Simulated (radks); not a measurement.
# Excited configurations of Pr⁺

The task here is to estimate one member of a computed series from the others.

Program: radks (a radial shooting solver on a logarithmic mesh, Libxc functionals) version 1. Level of theory: Dirac Kohn-Sham, LDA (Slater exchange, Perdew-Wang correlation), spin-unpolarised, spherical densities, finite nucleus; open shells are shared between the two j in proportion to 2j + 1. These are calculated values, not measurements, unless marked.

### Starting point

```
element            : praseodymium (Z = 59)
charge             : +1
electrons          : 58
configuration      : [Xe] 4f3 6s1
nuclear rms radius : 4.8919 fm
```

Outer shells as boxes (Hund's rule):

Pr⁺
```
[Xe] core
4f [↑ ][↑ ][↑ ][  ][  ][  ][  ]
6s [↑ ]
```

The first run:

Settings of this run:

```text
Z 59
configuration [Xe] 4f3 6s1
relativity Dirac
functional lda,pw
spin unpolarised
j_filling average
nucleus finite rms 4.8919 fm
c 137.035999084
```

Among the steps run: Ground configuration: [Xe] 4f3 6s1.

One of the session's tables, all rows but one given; the rest of the session is left out.

It belongs to the step «Ground configuration: [Xe] 4f3 6s1». Sizes of the orbitals, from the radial functions (bohr):

```
level     <r>  outermost maximum (interpolated)  90 % within  nodes
4d3/2  0.7221                             0.631         1.09      1
4d5/2  0.7322                             0.639         1.10      1
5s1/2       ?                                 ?            ?      ?
5p1/2   1.702                              1.48         2.50      3
5p3/2   1.792                              1.56         2.63      3
6s1/2   4.030                              3.57         5.81      5
4f5/2   1.161                             0.690         2.08      0
4f7/2   1.182                             0.695         2.12      0
```

Q: Estimate the row for 5s1/2 from the others.

The run gave: <r>: 1.506; outermost maximum (interpolated): 1.35; 90 % within: 2.17; nodes: 4. In the column «<r>» it lies between 4f7/2 (1.182) and 5p1/2 (1.702).

To keep in mind: Spin polarisation and multiplet splitting are left out, so open shells lie too high by an amount that depends on their filling.
